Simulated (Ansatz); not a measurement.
# C₂HAlF₂: geometry optimisation

Aim: relax C₂HAlF₂ at this level.

Program: Ansatz 0.2.0. Level of theory: RKS PBE-D4/def2-SVPD. These are calculated values, not measurements.

1 further run of the same task is left out (set aside as unsound or not needed).

### Step 1. Starting geometry

SMILES `C#[C][Al]([F])[F]`, 6 atoms, charge 0, spin multiplicity 1.

Atoms are counted from 1 here; the program's logs count them from 0.

Bond lengths: C1–C2 1.230 Å, C1–H6 1.083 Å, C2–Al3 1.885 Å, Al3–F4 1.679 Å, Al3–F5 1.679 Å. Angles: C2–C1–H6 179.9°, C1–C2–Al3 179.9°, C2–Al3–F4 121.0°, C2–Al3–F5 121.0°, F4–Al3–F5 117.9°.

As a file:

```mol
C2HAlF2
  3D, bonds by distance, orders not assigned

  6  5  0  0  0  0  0  0  0  0999 V2000
   -1.0215    0.6839    1.3921 C   0  0
   -0.3437    0.2270    0.4725 C   0  0
    0.6916   -0.4730   -0.9384 Al  0  0
    0.6790   -2.1153   -1.2896 F   0  0
    1.6545    0.5265   -1.8839 F   0  0
   -1.6177    1.0869    2.2010 H   0  0
  1  2  8  0
  1  6  8  0
  2  3  8  0
  3  4  8  0
  3  5  8  0
M  END
```

### Step 2. Relaxation

Input file input.yaml:

```yaml
crystal:
  periodic: [false, false, false]
  atoms:
    - { symbol: C, position_ang: [-1.021536, 0.683946, 1.392055] }
    - { symbol: C, position_ang: [-0.343682, 0.227028, 0.472467] }
    - { symbol: Al, position_ang: [0.691584, -0.473031, -0.938361] }
    - { symbol: F, position_ang: [0.678955, -2.115288, -1.289609] }
    - { symbol: F, position_ang: [1.654501, 0.526458, -1.883927] }
    - { symbol: H, position_ang: [-1.617722, 1.086887, 2.200974] }
basis:
  gaussian: { orbitals: def2-SVPD }
hamiltonian:
  xc: pbe
  dispersion: d4
output:
  forces: true
relax:
  f_tol: 0.003
  max_steps: 120
```

Started as:

```
> ansatz run input.yaml --threads 1 --pin off --max-ram 2560MiB --backend cpu --events-out ev --progress --plain --runs-dir out
```

What it wrote:

```text
Warning: RAYON_NUM_THREADS=1 ignored (pool sized by the plan → 1); use --threads N
The last accepted step is kept in <dir> (removed where the run ends without a failure and the disk answers)
Engine: ansatz 0.2.0, x86_64-unknown-linux-gnu
Functional definition: PBE
  parameter kappa = 0.804
  parameter beta = 0.06672455060314922
  exchange = pbe_x(kappa = kappa, mu = beta*pi^2/3)
  correlation = pbe_c(beta = beta)
1001 factors; their error is unknown
mean field evaluation 1: about -14094.6527 eV, gradient 6.9e1 eV
mean field evaluation 2: about -14065.5793 eV, gradient 1.5e2 eV
mean field evaluation 4: about -14104.2072 eV, gradient 1.1e1 eV
mean field evaluation 8: about -14104.5129 eV, gradient 1.3e-1 eV
mean field evaluation 16: about -14104.4580 eV, gradient 3.4e-5 eV
mean field -14104.45795065 eV, -518.3292693416 hartree, gradient 3.4e-5 eV, S^2 0.000000; 0 other end points of the search recorded, 0 dependent functions left out
the calculation of the forces begins
reference -14104.45799957 eV, -518.3292711390 hartree; 22, 22 occupied and 96, 96 virtual orbitals, 1001 factors
relax step   1: F+E_penalty+E_count = -14104.56279648 eV  Δ(F+E_penalty+E_count) = +0.000e0 eV  max|allowed force component| = 2.215e-2 eV/Å  Δτ_max = 0.0000 Å  (27 SCF iters, accepted)
these checks for a lower state are left out or cut short: starts, cluster_reference, orbital_swaps, neighbouring_geometries, increment
1001 factors; their error is unknown
mean field -14104.45799545 eV, -518.3292709878 hartree, gradient 2.2e-5 eV, S^2 0.000000; 0 other end points of the search recorded, 0 dependent functions left out
the calculation of the forces begins
reference -14104.45804436 eV, -518.3292727851 hartree; 22, 22 occupied and 96, 96 virtual orbitals, 1001 factors
relax step   2: F+E_penalty+E_count = -14104.56281615 eV  Δ(F+E_penalty+E_count) = -1.967e-5 eV  max|allowed force component| = 1.569e-2 eV/Å  Δτ_max = 0.0037 Å  (29 SCF iters, accepted)
these checks for a lower state are left out or cut short: starts, cluster_reference, orbital_swaps, neighbouring_geometries, increment
1001 factors; their error is unknown
mean field -14104.45801201 eV, -518.3292715965 hartree, gradient 2.2e-5 eV, S^2 0.000000; 0 other end points of the search recorded, 0 dependent functions left out
the calculation of the forces begins
reference -14104.45806092 eV, -518.3292733938 hartree; 22, 22 occupied and 96, 96 virtual orbitals, 1001 factors
relax step   3: F+E_penalty+E_count = -14104.56283720 eV  Δ(F+E_penalty+E_count) = -2.104e-5 eV  max|allowed force component| = 9.894e-3 eV/Å  Δτ_max = 0.0016 Å  (30 SCF iters, accepted)
these checks for a lower state are left out or cut short: starts, cluster_reference, orbital_swaps, neighbouring_geometries, increment
1001 factors; their error is unknown
mean field evaluation 32: about -14104.5148 eV, gradient 3.4e-1 eV
mean field -14104.45802744 eV, -518.3292721633 hartree, gradient 2.2e-5 eV, S^2 0.000000; 0 other end points of the search recorded, 0 dependent functions left out
the calculation of the forces begins
reference -14104.45807634 eV, -518.3292739605 hartree; 22, 22 occupied and 96, 96 virtual orbitals, 1001 factors
relax step   4: F+E_penalty+E_count = -14104.56284950 eV  Δ(F+E_penalty+E_count) = -1.231e-5 eV  max|allowed force component| = 1.051e-2 eV/Å  Δτ_max = 0.0025 Å  (29 SCF iters, accepted)
these checks for a lower state are left out or cut short: starts, cluster_reference, orbital_swaps, neighbouring_geometries, increment
1001 factors; their error is unknown
mean field -14104.45810131 eV, -518.3292748780 hartree, gradient 2.5e-5 eV, S^2 0.000000; 0 other end points of the search recorded, 0 dependent functions left out
the calculation of the forces begins
reference -14104.45815021 eV, -518.3292766752 hartree; 22, 22 occupied and 96, 96 virtual orbitals, 1001 factors
relax step   5: F+E_penalty+E_count = -14104.56286707 eV  Δ(F+E_penalty+E_count) = -1.757e-5 eV  max|allowed force component| = 3.319e-2 eV/Å  Δτ_max = 0.0057 Å  (28 SCF iters, accepted)
these checks for a lower state are left out or cut short: starts, cluster_reference, orbital_swaps, neighbouring_geometries, increment
1001 factors; their error is unknown
mean field -14104.45810028 eV, -518.3292748403 hartree, gradient 2.2e-5 eV, S^2 0.000000; 0 other end points of the search recorded, 0 dependent functions left out
the calculation of the forces begins
reference -14104.45814918 eV, -518.3292766371 hartree; 22, 22 occupied and 96, 96 virtual orbitals, 1001 factors
relax step   6: F+E_penalty+E_count = -14104.56289656 eV  Δ(F+E_penalty+E_count) = -2.948e-5 eV  max|allowed force component| = 1.490e-3 eV/Å  Δτ_max = 0.0020 Å  (30 SCF iters, accepted)
1001 factors; their error is unknown
mean field evaluation 64: about -14104.4581 eV, gradient 5.7e-2 eV
mean field -14104.45810028 eV, -518.3292748403 hartree, gradient 2.2e-5 eV, S^2 0.000000; 1 other end points of the search recorded, 0 dependent functions left out
the calculation of the forces begins
reference -14104.45814918 eV, -518.3292766371 hartree; 22, 22 occupied and 96, 96 virtual orbitals, 1001 factors
Total energy: -14104.56294545 eV, -518.3331278292 hartree
Atom 0 at    -1.022791     0.685108     1.393804 Å, force     0.000024     0.000167    -0.000279 eV/Å
Atom 1 at    -0.346485     0.228065     0.472818 Å, force    -0.000688     0.000453     0.001490 eV/Å
Atom 2 at     0.690609    -0.472588    -0.938239 Å, force     0.000379    -0.000233    -0.000545 eV/Å
Atom 3 at     0.682335    -2.114122    -1.292653 Å, force    -0.000182     0.000107     0.000163 eV/Å
Atom 4 at     1.656121     0.522309    -1.886013 Å, force    -0.000177     0.000089     0.000152 eV/Å
Atom 5 at    -1.617691     1.087228     2.203882 Å, force     0.000644    -0.000583    -0.000980 eV/Å
Dipole moment:    -0.294288     0.198841     0.400500 e Å
```

Run time: 35 s. Hardware: 1 thread of AMD EPYC 7R43 (Zen 3), shared host; peak memory 0.15 GiB.

The steps of the relaxation:

```
step  energy from step 1 (eV)  largest force component (eV/Å)
   1                   0.0000                          0.0222
   2                   0.0000                          0.0157
   3                   0.0000                          0.0099
   4                  -0.0001                          0.0105
   5                  -0.0001                          0.0332
   6                  -0.0001                          0.0015
```

Close pairs (by a distance rule), those that changed most:

```
  bond  before (Å)  after (Å)  change (Å)
C2–Al3       1.885      1.886      +0.001
 C1–C2       1.230      1.231      +0.000
 C1–H6       1.083      1.083      -0.000
Al3–F4       1.679      1.679      -0.000
Al3–F5       1.679      1.679      +0.000
```

### Step 3. Outcome

| quantity | value |
| --- | --- |
| energy gained | 0.0001 eV |
| root mean square move | 0.003 Å |
| dipole moment | 2.57 D |

**Reading.** Bond lengths: C1–C2 1.231 Å, C1–H6 1.083 Å, C2–Al3 1.886 Å, Al3–F4 1.679 Å, Al3–F5 1.679 Å. Angles: C2–C1–H6 180.0°, C1–C2–Al3 180.0°, C2–Al3–F4 121.2°, C2–Al3–F5 121.2°, F4–Al3–F5 117.6°. No frequencies were computed here.
